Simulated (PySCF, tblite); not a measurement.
**C3H6B2F2N2: geometry, infrared bands and NMR shifts**

What infrared bands and NMR shifts should C3H6B2F2N2 (`N#CCB(N)CB(F)F`) show?

The runs use tblite 0.8.0 and PySCF 2.14.0, with density-fitted response routines of our own; the level of theory stands in each step. All values are computed, except where a source is named. Atoms count from 0, in the outputs and in this text.

**1. Starting geometry**

15 atoms, charge 0, multiplicity 1; geometry from: force field or distance geometry start.

Bonds of the start (Å): N0–C1 1.15, C1–C2 1.47, C2–B3 1.56, B3–N4 1.53, B3–C5 1.57, C5–B6 1.59, B6–F7 1.47, B6–F8 1.45, C2–H9 1.14, C2–H10 1.12, N4–H11 1.05, N4–H12 1.05, C5–H13 1.13, C5–H14 1.11.

**2. Geometry optimisation with GFN2-xTB**

Job settings and geometry (Å):

```
{"job": {"kind": "relax", "xc": "GFN2-xTB", "basis": "xTB"}, "charge": 0, "multiplicity": 1}
N     -1.398800     2.403800    -1.580300
C     -1.436400     1.314200    -1.227600
C     -1.454200    -0.085100    -0.781700
B     -0.395600    -0.394000     0.321900
N     -0.541500     0.349600     1.649600
C      1.026400    -1.000600     0.036900
B      2.152100     0.115600    -0.100800
F      3.022000     0.370500     1.052900
F      2.465800     0.653200    -1.409700
H     -2.509000    -0.302100    -0.403500
H     -1.238800    -0.702900    -1.691600
H     -0.604600    -0.390600     2.390800
H     -1.394900     0.961800     1.604800
H      1.299400    -1.607200     0.952400
H      1.003600    -1.678200    -0.836000
```

Started as:

```console
> OMP_NUM_THREADS=1 python probes_run.py task.json out
```

One launch serves the whole session: the jobs run in the order shown.

**Question.** This job is followed by: GFN2-xTB harmonic vibrations, gas phase; GIAO PBE0/pcSseg-1 NMR shielding, non-relativistic, gas phase. Predict these results of the whole session: strongest single infrared mode (GFN2-xTB); zero-point energy (GFN2-xTB); 13C shifts against TMS (PBE0/pcSseg-1); 1H shifts against TMS (PBE0/pcSseg-1, means over atoms taken as alike); 15N shifts against NH3 (PBE0/pcSseg-1); 11B shifts against BF3·OEt2 (PBE0/pcSseg-1); 19F shifts against CFCl3 (PBE0/pcSseg-1, means over atoms taken as alike); surface potential, 1st and 99th percentile.

As calculated:

```
                                                                 quantity                  value
                                strongest single infrared mode (GFN2-xTB)  1259 cm⁻¹, 455 km/mol
                                             zero-point energy (GFN2-xTB)          64.2 kcal/mol
                                   13C shifts against TMS (PBE0/pcSseg-1)   123.8, 11.5, 8.3 ppm
   1H shifts against TMS (PBE0/pcSseg-1, means over atoms taken as alike)   4.77, 1.90, 0.81 ppm
                                   15N shifts against NH3 (PBE0/pcSseg-1)       295.9, 117.3 ppm
                              11B shifts against BF3·OEt2 (PBE0/pcSseg-1)         38.8, 27.9 ppm
19F shifts against CFCl3 (PBE0/pcSseg-1, means over atoms taken as alike)              -67.2 ppm
                                    surface potential, 1st and 99th percentile     -1.77 V and 2.08 V
```

**Reading.** The optimisation took 163 steps and gained 1.896 eV; among the close pairs (by a distance rule), B3–N4 changed most, from 1.529 to 1.375 Å. No mode is imaginary among the 39: a minimum at this level. The strongest single mode, at 1259 cm⁻¹, moves mainly B6. Unscaled tight-binding wavenumbers are off by several per cent, some by more. Its intensities can rank the bands wrongly. At PBE0/pcSseg-1: The widest tensor belongs to N0: span 498 ppm, with a paramagnetic part of -369 ppm. By nearest atom (PBE0/pcSseg-1), the HOMO sits on N0 36 %; C1 17 % and the LUMO on B3, B6 about 28 % each; N4 8 %.
